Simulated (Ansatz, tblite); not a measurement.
# C₃₉H₃₀N₂: a ladder of methods and basis sets

An exercise on one series of results from a longer session: the logs are not shown, and one member is left open.

Method: as each input shows; program: Ansatz 0.2.0, Gaussian basis.

The runs, in order: GFN1-xTB, GFN2-xTB, PBE-D4/def2-SVP, r2SCAN-D4/def2-SVP, HF/def2-SVP, LDA/def2-SVP, r2SCANh-D4/def2-SVP, r2SCAN-D4/def2-mTZVP, HF/STO-3G.

## The geometry

The singlet was relaxed beforehand with r2SCAN-D4/def2-SVP.

SMILES `CN(C)c1ccc(-c2ccc(-c3ccc(-c4ccc(-c5ccc(-c6ccc(C#N)cc6)cc5)cc4)cc3)cc2)cc1`, 71 atoms, charge 0, spin multiplicity 1.

Bond lengths: C1–N2 1.445 Å, C1–H42 1.097 Å, C1–H43 1.106 Å, C1–H44 1.107 Å, N2–C3 1.445 Å, N2–C4 1.377 Å, C3–H45 1.097 Å, C3–H46 1.107 Å, C3–H47 1.106 Å, C4–C5 1.418 Å, C4–C41 1.418 Å, C5–C6 1.390 Å, C5–H48 1.091 Å, C6–C7 1.408 Å, C6–H49 1.094 Å, C7–C8 1.475 Å, C7–C40 1.408 Å, C8–C9 1.410 Å and more. Angles: N2–C1–H42 109.3°, N2–C1–H43 112.0°, N2–C1–H44 112.2°, H42–C1–H43 107.8°, H42–C1–H44 107.9°, H43–C1–H44 107.5°, C1–N2–C3 120.2°, C1–N2–C4 119.9°, C3–N2–C4 119.9°, N2–C3–H45 109.3°, N2–C3–H46 112.2°, N2–C3–H47 111.9°, H45–C3–H46 107.9°, H45–C3–H47 107.8°, H46–C3–H47 107.5°, N2–C4–C5 121.4°, N2–C4–C41 121.4°, C5–C4–C41 117.1° and more.

PBE0-D4/def2-SVP was run before; its log isn't repeated, and its numbers join the tables.

The first run:

Tight binding, by tblite at 300 K electronic temperature and without a spin-polarisation term:

```python
tblite.interface.Calculator('GFN1-xTB', numbers, positions, charge=0, uhf=0).singlepoint()
```

Tight binding, by tblite at 300 K electronic temperature and without a spin-polarisation term:

```python
tblite.interface.Calculator('GFN2-xTB', numbers, positions, charge=0, uhf=0).singlepoint()
```

start.molden holds the orbitals of an earlier run on this state, given as this run's starting guess.

File in.yaml:

```yaml
crystal:
  periodic: [false, false, false]
  atoms:
    - {symbol: C, position_ang: [12.896519, 1.514360, 0.649858]}
    - {symbol: N, position_ang: [12.183682, 0.282342, 0.896884]}
    - {symbol: C, position_ang: [12.907804, -0.918819, 1.243368]}
    - {symbol: C, position_ang: [10.809921, 0.252444, 0.800982]}
    - {symbol: C, position_ang: [10.075722, -0.931685, 1.064206]}
    - {symbol: C, position_ang: [8.689288, -0.951573, 0.960604]}
    - {symbol: C, position_ang: [7.948027, 0.189931, 0.598947]}
    - {symbol: C, position_ang: [6.477358, 0.157255, 0.493233]}
    - {symbol: C, position_ang: [5.694126, 1.293826, 0.779950]}
    - {symbol: C, position_ang: [4.306108, 1.263388, 0.678461]}
    - {symbol: C, position_ang: [3.626636, 0.094275, 0.284510]}
    - {symbol: C, position_ang: [2.154139, 0.061966, 0.174523]}
    - {symbol: C, position_ang: [1.338317, 0.818331, 1.038841]}
    - {symbol: C, position_ang: [-0.049733, 0.786259, 0.935820]}
    - {symbol: C, position_ang: [-0.691652, -0.000718, -0.039841]}
    - {symbol: C, position_ang: [-2.164318, -0.033993, -0.151386]}
    - {symbol: C, position_ang: [-2.986640, 0.075179, 0.987073]}
    - {symbol: C, position_ang: [-4.374352, 0.038873, 0.881981]}
    - {symbol: C, position_ang: [-5.008015, -0.103555, -0.367525]}
    - {symbol: C, position_ang: [-6.480314, -0.142804, -0.479851]}
    - {symbol: C, position_ang: [-7.274545, -0.721551, 0.529635]}
    - {symbol: C, position_ang: [-8.661905, -0.759691, 0.423734]}
    - {symbol: C, position_ang: [-9.321480, -0.224303, -0.699481]}
    - {symbol: C, position_ang: [-10.793218, -0.268509, -0.814288]}
    - {symbol: C, position_ang: [-11.419079, -0.417055, -2.068867]}
    - {symbol: C, position_ang: [-12.804152, -0.460198, -2.184406]}
    - {symbol: C, position_ang: [-13.611239, -0.354933, -1.034453]}
    - {symbol: C, position_ang: [-15.035633, -0.398711, -1.145545]}
    - {symbol: N, position_ang: [-16.197622, -0.434388, -1.236120]}
    - {symbol: C, position_ang: [-13.000277, -0.205764, 0.226221]}
    - {symbol: C, position_ang: [-11.613999, -0.164046, 0.327239]}
    - {symbol: C, position_ang: [-8.528887, 0.353775, -1.709897]}
    - {symbol: C, position_ang: [-7.141862, 0.395283, -1.601295]}
    - {symbol: C, position_ang: [-4.186728, -0.209135, -1.506573]}
    - {symbol: C, position_ang: [-2.799070, -0.177380, -1.400698]}
    - {symbol: C, position_ang: [0.123049, -0.755738, -0.905616]}
    - {symbol: C, position_ang: [1.510804, -0.726614, -0.799617]}
    - {symbol: C, position_ang: [4.406926, -1.042816, -0.001691]}
    - {symbol: C, position_ang: [5.794854, -1.011910, 0.099955]}
    - {symbol: C, position_ang: [8.682321, 1.363937, 0.342292]}
    - {symbol: C, position_ang: [10.069081, 1.404687, 0.434761]}
    - {symbol: H, position_ang: [13.970362, 1.348454, 0.802502]}
    - {symbol: H, position_ang: [12.577550, 2.321769, 1.335332]}
    - {symbol: H, position_ang: [12.753334, 1.880184, -0.384764]}
    - {symbol: H, position_ang: [13.984452, -0.707584, 1.236419]}
    - {symbol: H, position_ang: [12.641569, -1.292074, 2.250506]}
    - {symbol: H, position_ang: [12.718413, -1.737352, 0.524205]}
    - {symbol: H, position_ang: [10.590526, -1.844671, 1.367098]}
    - {symbol: H, position_ang: [8.163080, -1.880387, 1.200487]}
    - {symbol: H, position_ang: [6.184319, 2.215244, 1.107025]}
    - {symbol: H, position_ang: [3.735272, 2.171890, 0.891798]}
    - {symbol: H, position_ang: [1.802388, 1.428513, 1.818892]}
    - {symbol: H, position_ang: [-0.650120, 1.399760, 1.613798]}
    - {symbol: H, position_ang: [-2.527522, 0.170469, 1.975107]}
    - {symbol: H, position_ang: [-4.981663, 0.142000, 1.785853]}
    - {symbol: H, position_ang: [-6.791740, -1.184153, 1.394954]}
    - {symbol: H, position_ang: [-9.244054, -1.251814, 1.208143]}
    - {symbol: H, position_ang: [-10.805429, -0.529132, -2.966678]}
    - {symbol: H, position_ang: [-13.274569, -0.586486, -3.162609]}
    - {symbol: H, position_ang: [-13.623487, -0.113240, 1.119069]}
    - {symbol: H, position_ang: [-11.155118, -0.019314, 1.308906]}
    - {symbol: H, position_ang: [-9.010767, 0.815302, -2.576590]}
    - {symbol: H, position_ang: [-6.559010, 0.888259, -2.384329]}
    - {symbol: H, position_ang: [-4.644661, -0.338711, -2.491412]}
    - {symbol: H, position_ang: [-2.191888, -0.246354, -2.307681]}
    - {symbol: H, position_ang: [-0.341628, -1.392851, -1.663648]}
    - {symbol: H, position_ang: [2.112679, -1.313332, -1.499354]}
    - {symbol: H, position_ang: [3.913739, -1.974851, -0.292897]}
    - {symbol: H, position_ang: [6.367389, -1.909784, -0.149618]}
    - {symbol: H, position_ang: [8.155179, 2.269868, 0.028388]}
    - {symbol: H, position_ang: [10.581423, 2.340177, 0.205184]}
basis:
  gaussian: {orbitals: def2-SVP, fitting: {mean_field: def2-universal-jkfit}, initial_orbitals: start.molden}
hamiltonian: {xc: pbe, dispersion: d4}
scf: {omitted_lower_state_checks: [starts]}
output: {orbitals: {seedname: orbitals}}
```

Command:

```
> ansatz run in.yaml --threads 2 --pin off --events-out ev --progress --plain --max-ram 32768MiB --backend cuda --devices 0, --max-vram 18GiB
```

Steps of the session up to this table: PBE-D4/def2-SVP; r2SCAN-D4/def2-SVP; HF/def2-SVP; LDA/def2-SVP; r2SCANh-D4/def2-SVP; r2SCAN-D4/def2-mTZVP; HF/STO-3G.

One table of the session follows, with a row left open; its other results are not shown here.

It belongs to the step «Binding energy». 

| level | binding an atom (eV) |
| --- | --- |
| HF/STO-3G | 4.411 |
| HF/def2-SVP | 3.931 |
| LDA/def2-SVP | 6.175 |
| PBE-D4/def2-SVP | ? |
| r2SCAN-D4/def2-SVP | 5.352 |
| r2SCAN-D4/def2-mTZVP | 5.234 |
| r2SCANh-D4/def2-SVP | 5.319 |
| PBE0-D4/def2-SVP | 5.426 |

Estimate the missing values for PBE-D4/def2-SVP.

The run gave: binding an atom (eV): 5.542. In the column «binding an atom (eV)» it lies between PBE0-D4/def2-SVP (5.426) and LDA/def2-SVP (6.175).

To keep in mind: Free atoms were run apart at each level; binding is atoms less cluster, divided by the number of atoms, without zero-point or spin-orbit terms.
